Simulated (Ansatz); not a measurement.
# Te started on an N site and Te started on an N site in zincblende GaN, 16 atoms, charge +1

Which settings matter for this cell? A base run comes first, then runs with one to three settings changed.

All numbers are computed with Ansatz 0.2.0 (PAW, plane waves).

### Step 1. The starting cell

16 atoms (8 Ga, 6 N, 2 Te); a = 8.996 Å, b = 4.498 Å, c = 4.498 Å, α = 90.00°, β = 90.00°, γ = 90.00°. All atoms were shaken off their sites by about 0.07 Å along each axis. Defect site 1: (0.625, 0.250, 0.250). Defect site 2: (0.375, 0.750, 0.250). Starting moments add up to 1 μB.

Coordinates:

```xyz
16
Lattice="8.9962 0.0000 0.0000 0.0000 4.4981 0.0000 0.0000 0.0000 4.4981" Properties=species:S:1:pos:R:3 pbc="T T T"
Ga    8.9421    0.0576    4.4856
Ga    4.5454    0.1558    4.4968
Ga    2.2837    2.2077    0.0663
Ga    6.7857    2.2812    4.4699
Ga    2.2170    0.1049    2.2384
Ga    6.6965    4.3893    2.3273
Ga    0.1795    2.2066    2.1618
Ga    4.4361    2.2125    2.2263
N     1.0667    1.1760    1.2172
N     7.7359    3.4082    1.1527
N     3.2917    1.0931    3.3917
N     7.8946    1.1309    3.2808
N     1.1669    3.3366    3.3672
N     5.6668    3.3794    3.2879
Te    5.7516    1.2098    1.1590
Te    3.4994    3.4270    1.0564
```

### Step 2. PBEsol on the given atoms

in.yaml reads:

```yaml
crystal:
  lattice:
    - [8.996242, 0.000000, 0.000000]
    - [0.000000, 4.498121, 0.000000]
    - [0.000000, 0.000000, 4.498121]
  atoms:
    - { symbol: Ga, position: [0.993980, 0.012795, 0.997225] }
    - { symbol: Ga, position: [0.505251, 0.034647, 0.999713], spin: 0.125 }
    - { symbol: Ga, position: [0.253847, 0.490815, 0.014749], spin: 0.125 }
    - { symbol: Ga, position: [0.754286, 0.507156, 0.993723], spin: 0.125 }
    - { symbol: Ga, position: [0.246433, 0.023324, 0.497636], spin: 0.125 }
    - { symbol: Ga, position: [0.744365, 0.975797, 0.517396], spin: 0.125 }
    - { symbol: Ga, position: [0.019953, 0.490561, 0.480598] }
    - { symbol: Ga, position: [0.493101, 0.491880, 0.494941], spin: 0.125 }
    - { symbol: N, position: [0.118568, 0.261436, 0.270596] }
    - { symbol: N, position: [0.859900, 0.757693, 0.256271] }
    - { symbol: N, position: [0.365897, 0.243020, 0.754026] }
    - { symbol: N, position: [0.877549, 0.251406, 0.729375] }
    - { symbol: N, position: [0.129708, 0.741778, 0.748585] }
    - { symbol: N, position: [0.629908, 0.751299, 0.730960] }
    - { symbol: Te, position: [0.639337, 0.268947, 0.257669], spin: 0.125 }
    - { symbol: Te, position: [0.388980, 0.761884, 0.234848], spin: 0.125 }
  symmetry: { detect: false }
kpoints:
  mp_grid: { grid: [1, 1, 1], shift: [0.25, 0.25, 0.25] }
hamiltonian:
  xc: pbesol
total_charge: 1
magnetization:
  spin_polarized: true
scf:
  occupations: { method: fermi_dirac, width: 0.01 }
output:
  forces: true
  eigenvalues: true
  populations: true
  charged_corrections: { epsilon: 9.7 }
```

On the command line:

```
ansatz run in.yaml --threads 2 --pin off --max-ram 20900MiB --runs-dir r --events-out ev --progress --plain
```

### Step 3. Changed settings: k points one point at (½, ½, ½), mixer linear

in.yaml: that of step 2 with these lines changed.

```diff
@@ -22,5 +22,4 @@
     - { symbol: Te, position: [0.388980, 0.761884, 0.234848], spin: 0.125 }
-  symmetry: { detect: false }
 kpoints:
-  mp_grid: { grid: [1, 1, 1], shift: [0.25, 0.25, 0.25] }
+  mp_grid: { grid: [1, 1, 1], shift: [0.5, 0.5, 0.5] }
 hamiltonian:
@@ -32,2 +31,4 @@
   occupations: { method: fermi_dirac, width: 0.01 }
+  max_iter: 70
+  mixing: { algorithm: linear }
 output:
@@ -35,3 +36,2 @@
   eigenvalues: true
-  populations: true
-  charged_corrections: { epsilon: 9.7 }
+  stress: true
```

### Step 4. Changed settings: at most 4 cycles

in.yaml: that of step 3 with these lines changed.

```diff
@@ -22,4 +22,5 @@
     - { symbol: Te, position: [0.388980, 0.761884, 0.234848], spin: 0.125 }
+  symmetry: { detect: false }
 kpoints:
-  mp_grid: { grid: [1, 1, 1], shift: [0.5, 0.5, 0.5] }
+  mp_grid: { grid: [1, 1, 1], shift: [0.25, 0.25, 0.25] }
 hamiltonian:
@@ -31,4 +32,3 @@
   occupations: { method: fermi_dirac, width: 0.01 }
-  max_iter: 70
-  mixing: { algorithm: linear }
+  max_iter: 4
 output:
```

### Step 5. Changed settings: dispersion rVV10, smearing width 0.1 eV

in.yaml: that of step 4 with these lines changed.

```diff
@@ -27,2 +27,3 @@
   xc: pbesol
+  dispersion: rvv10
 total_charge: 1
@@ -31,4 +32,4 @@
 scf:
-  occupations: { method: fermi_dirac, width: 0.01 }
-  max_iter: 4
+  occupations: { method: fermi_dirac, width: 0.1 }
+  max_iter: 90
 output:
@@ -37 +38,5 @@
   stress: true
+  write_density: true
+  write_potential: true
+  elf: true
+  volumetric_format: npy
```

### Step 6. Variant: mixer msr1, functional PBE0

in.yaml: that of step 5 with these lines changed.

```diff
@@ -26,4 +26,3 @@
 hamiltonian:
-  xc: pbesol
-  dispersion: rvv10
+  xc: pbe0
 total_charge: 1
@@ -32,4 +31,5 @@
 scf:
-  occupations: { method: fermi_dirac, width: 0.1 }
-  max_iter: 90
+  occupations: { method: fermi_dirac, width: 0.01 }
+  max_iter: 50
+  mixing: { algorithm: msr1 }
 output:
@@ -38,5 +38 @@
   stress: true
-  write_density: true
-  write_potential: true
-  elf: true
-  volumetric_format: npy
```

### Step 7. Variant: xc grid 3, k points 2×2×2

in.yaml: that of step 6 with these lines changed.

```diff
@@ -22,7 +22,7 @@
     - { symbol: Te, position: [0.388980, 0.761884, 0.234848], spin: 0.125 }
-  symmetry: { detect: false }
 kpoints:
-  mp_grid: { grid: [1, 1, 1], shift: [0.25, 0.25, 0.25] }
+  mp_grid: { grid: [2, 2, 2] }
+basis: { xc_grid: 3 }
 hamiltonian:
-  xc: pbe0
+  xc: pbesol
 total_charge: 1
@@ -33,3 +33,2 @@
   max_iter: 50
-  mixing: { algorithm: msr1 }
 output:
```

### Step 8. Run again with cutoff 180 eV, at most 14 cycles

in.yaml: that of step 7 with these lines changed.

```diff
@@ -22,5 +22,6 @@
     - { symbol: Te, position: [0.388980, 0.761884, 0.234848], spin: 0.125 }
+  symmetry: { detect: false }
 kpoints:
-  mp_grid: { grid: [2, 2, 2] }
-basis: { xc_grid: 3 }
+  mp_grid: { grid: [1, 1, 1], shift: [0.25, 0.25, 0.25] }
+basis: { ecutwfc: 180 }
 hamiltonian:
@@ -32,3 +33,3 @@
   occupations: { method: fermi_dirac, width: 0.01 }
-  max_iter: 50
+  max_iter: 14
 output:
```

What does the calculation give? Wanted: for each run, settings; status; energy from base; forces from base.

As calculated:

| settings | status | cycles | time | energy from base (meV/atom) | forces from base (eV/Å rms) | filled to empty level on the mesh (eV) |
| --- | --- | --- | --- | --- | --- | --- |
| base | converged | 14 | 4.8 s (2 CPU threads) | 0 | 0 | 0.49 |
| k points one point at (½, ½, ½), mixer linear | refused | - | 0.1 s (2 CPU threads) | - | - | - |
| at most 4 cycles | not converged | - | 3.3 s (2 CPU threads) | - | - | - |
| dispersion rVV10, smearing width 0.1 eV | refused | - | 0.1 s (2 CPU threads) | - | - | - |
| mixer msr1, functional PBE0 | converged | 28 | 15 s (GPU) | - | 0.228 | 2.28 |
| xc grid 3, k points 2×2×2 | converged | 13 | 16 s (GPU) | -51.6 | 0.322 | - |
| cutoff 180 eV, at most 14 cycles | converged, settings too loose | 14 | 2 s (2 CPU threads) | +11702.7 | 0.945 | 0.49 |

**What this shows.** Among these variants the forces move most with cutoff 180 eV, at most 14 cycles (0.945 eV/Å rms) and least with mixer msr1, functional PBE0 (0.228). 3 of 6 variants gave no result: k points one point at (½, ½, ½), mixer linear (refused); at most 4 cycles (not converged); dispersion rVV10, smearing width 0.1 eV (refused).
